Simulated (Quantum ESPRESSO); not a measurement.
Ga3P, 4 atoms in the cell. The structure is cubic, space group Fm-3m (No. 225). Conventional cell: a = 6.529 Å, b = 6.529 Å, c = 6.529 Å, α = 90.00°, β = 90.00°, γ = 90.00°. Ga (site symmetry m-3m) has 8 Ga at 2.83 Å as nearest neighbours. Ga (site symmetry -43m) has 4 Ga at 2.83 Å and 4 P at 2.83 Å as nearest neighbours. P (site symmetry m-3m) has 8 Ga at 2.83 Å as nearest neighbours. The cell was built by a generator and needn't be a form met in nature.

```yaml
Program: Quantum ESPRESSO 7.5
Task: phonons
Functional: LDA
Potentials_or_basis: PseudoDojo 0.4.1 SR LDA standard
Cutoff: 1088 eV
Density_cutoff: 4354 eV
k_mesh: 5 × 5 × 5
Occupations: cold, width 0.2 eV
Spin: no spin polarisation
Target_pressure: 5 GPa
Form_of_the_LDA_correlation: PW92
Mixing_beta: 0.5
Most_SCF_iterations: 120
SCF_threshold: 8e-10 Ry
```

Potentials or basis: PseudoDojo 0.4.1 SR LDA standard.

Launch:

```sh
$ OMP_NUM_THREADS=1 mpirun -n 4 pw.x -nk 2 -in pw.in > pw.out
$ OMP_NUM_THREADS=1 mpirun -n 4 pw.x -nk 2 -in relax.in > relax.out
$ OMP_NUM_THREADS=1 mpirun -n 4 pw.x -nk 2 -in scf2.in > scf2.out
$ OMP_NUM_THREADS=1 mpirun -n 4 ph.x -nk 2 -in ph.in > ph.out
$ OMP_NUM_THREADS=1 mpirun -n 1 dynmat.x -in dynmat.in > dynmat.out
```

Hardware: 4 MPI ranks on Arm Neoverse V2, on a shared host.

Q: How long does it take, and how much memory?

A: Run time: 8.4 min on 4 MPI ranks on Arm Neoverse V2, with other jobs on the host, peak memory 0.36 GiB a rank. Counts: scf iterations 54, k pools 2, bands 31, ion steps 5, k points 10, g dense 45239.
